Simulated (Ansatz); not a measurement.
Runs of Ansatz 0.2.0 on HPbNO4. The typed cell holds 7 atoms: a = 4.204 Å, b = 4.339 Å, c = 6.729 Å, α = 71.95°, β = 72.29°, γ = 62.23°. The cell was built by a generator and needn't be a form met in nature.

```tsv
task	level	potentials or basis	cell	k mesh	cutoff (eV)	gap on the mesh (eV)	pressure (GPa)	relaxed volume (Å³/atom)	largest force (eV/Å)
relaxation of cell and atoms	PBEsol	Ansatz PAW	relaxed	5 × 5 × 3	420	2.70	0.0	13.55	-
relaxation of cell and atoms	BLYP	Ansatz PAW	relaxed	5 × 5 × 3	420	2.91	0.0	15.09	0.01
single point	PBE	SPMS NC	as given	7 × 7 × 5	1034	(b)	-0.1	-	0.17
single point	PBE	Ansatz NC	as given	7 × 7 × 5	1240	2.80	0.0	-	0.04
relaxation of cell and atoms	PBEsol+D3(BJ)	Ansatz PAW	relaxed	5 × 5 × 3	420	2.77	0.0	(a)	0.01
```

Alike in all rows: no spin polarisation; smearing fermi-dirac 0.05 eV.

**Question.** Fill in the values left out.

**Answer.** (a) 13.63; (b) 2.79.

Caveats: odd divisions of the mesh miss points on the zone boundary, where band edges often lie, so the gap on the mesh can be too wide; spin-orbit coupling is left out, which as a rule narrows the gap of such compounds by several tenths of an eV; the plane-wave basis is chosen anew once the cell has moved, so the energies of steps on either side of that aren't comparable (some runs); the PAW data sets come from PBE, with cores solved anew for the run's functional, which leaves a small shift of forces and pressure (some runs).

A k mesh can miss the band edges, and the runs leave out spin-orbit coupling on Pb.
